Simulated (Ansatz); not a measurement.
# SrCa3: a listed cell, distorted in several ways

How do energy, forces, pressure and gap of SrCa3 change under random distortions, further strains and shifts, distortions that keep the symmetry? Each case is one self-consistent run.

Program: Ansatz 0.2.0. Level of theory: DFT PBEsol, scalar-relativistic, plane waves, PAW. These are calculated values, not measurements.

### Step 1. Starting point

It takes space group Pm-3m (No. 221, cubic). The conventional cell has a = 5.717 Å, b = 5.717 Å, c = 5.717 Å, α = 90.00°, β = 90.00°, γ = 90.00°. Around Sr (site symmetry m-3m) lie 12 Ca at 4.04 Å. Around Ca (site symmetry 4/mmm) lie 4 Sr at 4.04 Å and 8 Ca at 4.04 Å.

Coordinates:

```xyz
4
Lattice="5.7168 0.0000 0.0000 0.0000 5.7168 0.0000 0.0000 0.0000 5.7168" Properties=species:S:1:pos:R:3 pbc="T T T"
Sr    0.0000    0.0000    0.0000
Ca    0.0000    2.8584    2.8584
Ca    2.8584    0.0000    2.8584
Ca    2.8584    2.8584    0.0000
```

The structure comes from the Materials Project (structure only).

### Step 2. A distortion that keeps the symmetry

Against the listed cell: strain xx, yy, zz, yz, xz, xy = +0.7, +0.7, +0.7, +0.0, +0.0, +0.0 %.

Contents of input.yaml:

```yaml
crystal:
  lattice:
    - [5.759470007, 0.0, 0.0]
    - [0.0, 5.759470007, 0.0]
    - [0.0, 0.0, 5.759470007]
  atoms:
    - { symbol: Sr, position: [0.0, 0.0, 0.0] }
    - { symbol: Ca, position: [0.0, 0.5, 0.5] }
    - { symbol: Ca, position: [0.5, 0.0, 0.5] }
    - { symbol: Ca, position: [0.5, 0.5, 0.0] }
basis:
  ecutwfc: 420
kpoints:
  mp_grid: { grid: [8, 8, 8] }
hamiltonian:
  xc: pbesol
scf:
  occupations: { method: gaussian, width: 0.1 }
output:
  forces: true
  stress: true
  eigenvalues: true
```

### Step 3. A random distortion, cell strained

Contents of input.yaml:

```yaml
crystal:
  lattice:
    - [5.494612249, 0.1066176815, -0.0286409965]
    - [0.1066176815, 5.5420042372, -0.0468774793]
    - [-0.0286409965, -0.0468774793, 5.7755341188]
  atoms:
    - { symbol: Sr, position: [-0.0190632264, 0.0193868359, 0.0119508132] }
    - { symbol: Ca, position: [-0.0002343983, 0.4876258705, 0.4901202879] }
    - { symbol: Ca, position: [0.4635650631, -0.0113350805, 0.5300572049] }
    - { symbol: Ca, position: [0.5557343108, 0.5043206248, -0.0321300553] }
basis:
  ecutwfc: 420
kpoints:
  mp_grid: { grid: [8, 8, 6] }
hamiltonian:
  xc: pbesol
scf:
  occupations: { method: gaussian, width: 0.1 }
output:
  forces: true
  stress: true
  eigenvalues: true
  populations: true
```

### Step 4. A change within the space group

Contents of input.yaml:

```yaml
crystal:
  lattice:
    - [5.7288281425, 0.0, 0.0]
    - [0.0, 5.7288281425, 0.0]
    - [0.0, 0.0, 5.7288281425]
  atoms:
    - { symbol: Sr, position: [0.0, 0.0, 0.0] }
    - { symbol: Ca, position: [0.0, 0.5, 0.5] }
    - { symbol: Ca, position: [0.5, 0.0, 0.5] }
    - { symbol: Ca, position: [0.5, 0.5, 0.0] }
basis:
  ecutwfc: 420
kpoints:
  mp_grid: { grid: [8, 8, 8] }
hamiltonian:
  xc: pbesol
scf:
  occupations: { method: gaussian, width: 0.1 }
output:
  forces: true
  stress: true
  eigenvalues: true
  populations: true
```

### Step 5. A change within a subgroup

Contents of input.yaml:

```yaml
crystal:
  lattice:
    - [5.7112205039, 0.0, 0.0]
    - [0.0, 5.763814749, 0.1143353153]
    - [0.0, 0.1143353153, 5.763814749]
  atoms:
    - { symbol: Sr, position: [0.0, 0.0204179089, 0.0204179089] }
    - { symbol: Ca, position: [0.0, 0.5013377623, 0.5013377623] }
    - { symbol: Ca, position: [0.5, -0.0506865599, 0.5289308886] }
    - { symbol: Ca, position: [0.5, 0.5289308886, -0.0506865599] }
basis:
  ecutwfc: 420
kpoints:
  mp_grid: { grid: [6, 6, 6] }
hamiltonian:
  xc: pbesol
scf:
  occupations: { method: gaussian, width: 0.1 }
output:
  forces: true
  stress: true
  eigenvalues: true
```

### Step 6. A change within the space group

Contents of input.yaml:

```yaml
crystal:
  lattice:
    - [5.6662295573, 0.0, 0.0]
    - [0.0, 5.6662295573, 0.0]
    - [0.0, 0.0, 5.6662295573]
  atoms:
    - { symbol: Sr, position: [0.0, 0.0, 0.0] }
    - { symbol: Ca, position: [0.0, 0.5, 0.5] }
    - { symbol: Ca, position: [0.5, 0.0, 0.5] }
    - { symbol: Ca, position: [0.5, 0.5, 0.0] }
basis:
  ecutwfc: 420
kpoints:
  mp_grid: { grid: [8, 8, 8] }
hamiltonian:
  xc: pbesol
scf:
  occupations: { method: gaussian, width: 0.1 }
output:
  forces: true
  stress: true
  eigenvalues: true
```

### Step 7. A distortion that keeps the symmetry

input.yaml: that of step 6 with these lines changed.

```diff
@@ -2,5 +2,5 @@
   lattice:
-    - [5.6662295573, 0.0, 0.0]
-    - [0.0, 5.6662295573, 0.0]
-    - [0.0, 0.0, 5.6662295573]
+    - [5.8812942855, 0.0, 0.0]
+    - [0.0, 5.8812942855, 0.0]
+    - [0.0, 0.0, 5.8812942855]
   atoms:
```

### Step 8. A change within a subgroup

input.yaml: that of step 7 with these lines changed.

```diff
@@ -2,5 +2,5 @@
   lattice:
-    - [5.8812942855, 0.0, 0.0]
-    - [0.0, 5.8812942855, 0.0]
-    - [0.0, 0.0, 5.8812942855]
+    - [5.5824217712, -0.2286706307, 0.2286706307]
+    - [-0.2286706307, 5.5824217712, 0.2286706307]
+    - [0.2286706307, 0.2286706307, 5.5824217712]
   atoms:
@@ -13,3 +13,3 @@
 kpoints:
-  mp_grid: { grid: [8, 8, 8] }
+  mp_grid: { grid: [9, 9, 9] }
 hamiltonian:
```

What does the calculation give? Wanted: for each run, case; energy; pressure; largest force.

**Answer**, as computed:

| step | case | energy (meV/atom) | pressure (GPa) | largest force (eV/Å) | gap on the mesh (eV) |
| --- | --- | --- | --- | --- | --- |
| 2 | a distortion that keeps the symmetry | +0.0 | -1.4 | 0.00 | 0.00 |
| 3 | a random distortion, cell strained | +58.9* | 0.1 | 0.94 | 0.00 |
| 4 | a change within the space group | -6.0 | -1.2 | 0.00 | 0.00 |
| 5 | a change within a subgroup | +71.0* | -0.8 | 0.93 | 0.00 |
| 6 | a change within the space group | -15.3 | -0.7 | 0.00 | 0.00 |
| 7 | a distortion that keeps the symmetry | +32.9 | -2.0 | 0.00 | 0.00 |
| 8 | a change within a subgroup | +15.0* | 0.1 | 0.00 | 0.00 |

Energies are counted from step 2, with the smearing taken to zero; a star marks another k mesh, which can shift energies by itself, so starred rows don't rank against the others. A gap of 0.00 means none on the mesh at this level.

What this shows: Among the distorted cells of the listed formula and level the largest force, 0.94 eV/Å, acts on Ca4 in step 3. The distorted cells of the listed formula and level show no gap on the mesh.
